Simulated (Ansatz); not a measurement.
# YSi2Pd2: the cost of one run

Program: Ansatz 0.2.0. Level of theory: DFT r2SCAN, scalar-relativistic, plane waves, PAW. These are calculated values, not measurements.

The COD entry's cell or inner coordinates are ideal or old and differ from later refinements, so a difference from it is no clean test against experiment.

## Step 1: Starting point

It takes space group I4/mmm (No. 139, tetragonal). Conventional cell: a = 4.125 Å, b = 4.125 Å, c = 9.842 Å, α = 90.00°, β = 90.00°, γ = 90.00°. Y (site symmetry 4/mmm) is surrounded by 8 Si at 3.17 Å and 8 Pd at 3.21 Å. Around Si (site symmetry 4mm) lie 4 Pd at 2.40 Å and 1 Si at 2.46 Å and 4 Y at 3.17 Å. Pd (site symmetry -4m2) has 4 Si at 2.40 Å in its first shell of neighbours.

As a file:

```cif
data_structure
_symmetry_space_group_name_H-M 'I4/mmm'
_symmetry_Int_Tables_number 139
_cell_length_a 4.1250
_cell_length_b 4.1250
_cell_length_c 9.8420
_cell_angle_alpha 90.000
_cell_angle_beta 90.000
_cell_angle_gamma 90.000
_cell_volume 167.47
loop_
_atom_site_label
_atom_site_type_symbol
_atom_site_symmetry_multiplicity
_atom_site_Wyckoff_symbol
_atom_site_fract_x
_atom_site_fract_y
_atom_site_fract_z
_atom_site_occupancy
Y1 Y 2 a 0.00000 0.00000 0.00000 1
Si1 Si 4 e 0.00000 0.00000 0.37500 1
Pd1 Pd 4 d 0.00000 0.50000 0.25000 1
```

Source of the structure: the Crystallography Open Database.

(A quick probe on a coarse mesh, which set the mesh and smearing, is not shown.)

## Step 3: Coarse relaxation

input.yaml

```yaml
crystal:
  lattice:
    - [-2.0625, 2.0625, 4.921]
    - [2.0625, -2.0625, 4.921]
    - [2.0625, 2.0625, -4.921]
  atoms:
    - { symbol: "Y", position: [0.0, 0.0, 0.0] }
    - { symbol: Si, position: [0.375, 0.375, 0.0] }
    - { symbol: Si, position: [0.625, 0.625, 0.0] }
    - { symbol: Pd, position: [0.75, 0.25, 0.5] }
    - { symbol: Pd, position: [0.25, 0.75, 0.5] }
basis:
  ecutwfc: 500
kpoints:
  mp_grid: { grid: [6, 6, 6] }
hamiltonian:
  xc: r2scan
scf:
  occupations: { method: gaussian, width: 0.1 }
output:
  forces: true
  stress: true
  eigenvalues: true
relax:
  adjacent_minimum: "off"
  f_tol: 0.05
  max_steps: 80
  cell: { stress_tol: 0.5 }
```

Launch:

```sh
ansatz run input.yaml --threads 1 --pin off --max-ram 2560MiB --backend cpu --events-out ev --progress --plain --runs-dir out
```

**Question.** How long does this run take on 1 thread of Arm Neoverse N1, shared host, and how much memory does it need?

About 1.8 min, with a peak of 0.83 GiB.
